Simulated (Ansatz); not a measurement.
# Ag (Silver): the cost of one run

Method: DFT r2SCAN, scalar-relativistic, plane waves, PAW, in Ansatz 0.2.0.

## (1) Starting point

It takes space group Fm-3m (No. 225, cubic). Conventional cell: a = 4.085 Å, b = 4.085 Å, c = 4.085 Å, α = 90.00°, β = 90.00°, γ = 90.00°. Around Ag (site symmetry m-3m) lie 12 Ag at 2.89 Å.

Structure file:

```cif
data_structure
_symmetry_space_group_name_H-M 'Fm-3m'
_symmetry_Int_Tables_number 225
_cell_length_a 4.0855
_cell_length_b 4.0855
_cell_length_c 4.0855
_cell_angle_alpha 90.000
_cell_angle_beta 90.000
_cell_angle_gamma 90.000
_cell_volume 68.19
loop_
_atom_site_label
_atom_site_type_symbol
_atom_site_symmetry_multiplicity
_atom_site_Wyckoff_symbol
_atom_site_fract_x
_atom_site_fract_y
_atom_site_fract_z
_atom_site_occupancy
Ag1 Ag 4 a 0.00000 0.00000 0.00000 1
```

The structure comes from the Crystallography Open Database.

(A quick probe on a coarse mesh, which set the mesh and smearing, is not shown.)

## (3) Relaxing cell and atoms

input.yaml reads:

```yaml
crystal:
  lattice:
    - [0.0, 2.04275, 2.04275]
    - [2.04275, 0.0, 2.04275]
    - [2.04275, 2.04275, 0.0]
  atoms:
    - { symbol: Ag, position: [0.0, 0.0, 0.0] }
basis:
  ecutwfc: 500
kpoints:
  mp_grid: { grid: [18, 18, 18] }
hamiltonian:
  xc: r2scan
scf:
  occupations: { method: gaussian, width: 0.1 }
output:
  forces: true
  stress: true
  eigenvalues: true
relax:
  adjacent_minimum: "off"
  f_tol: 0.005
  max_steps: 80
  cell: { stress_tol: 0.05 }
```

The run is started by

```
> ansatz run input.yaml --threads 2 --pin off --max-ram 5120MiB --backend cpu --events-out ev --progress --plain --runs-dir out
```

What time and memory should one allow on 2 threads of Arm Neoverse V1, shared host?

About 14 s, with a peak of 0.4 GiB.
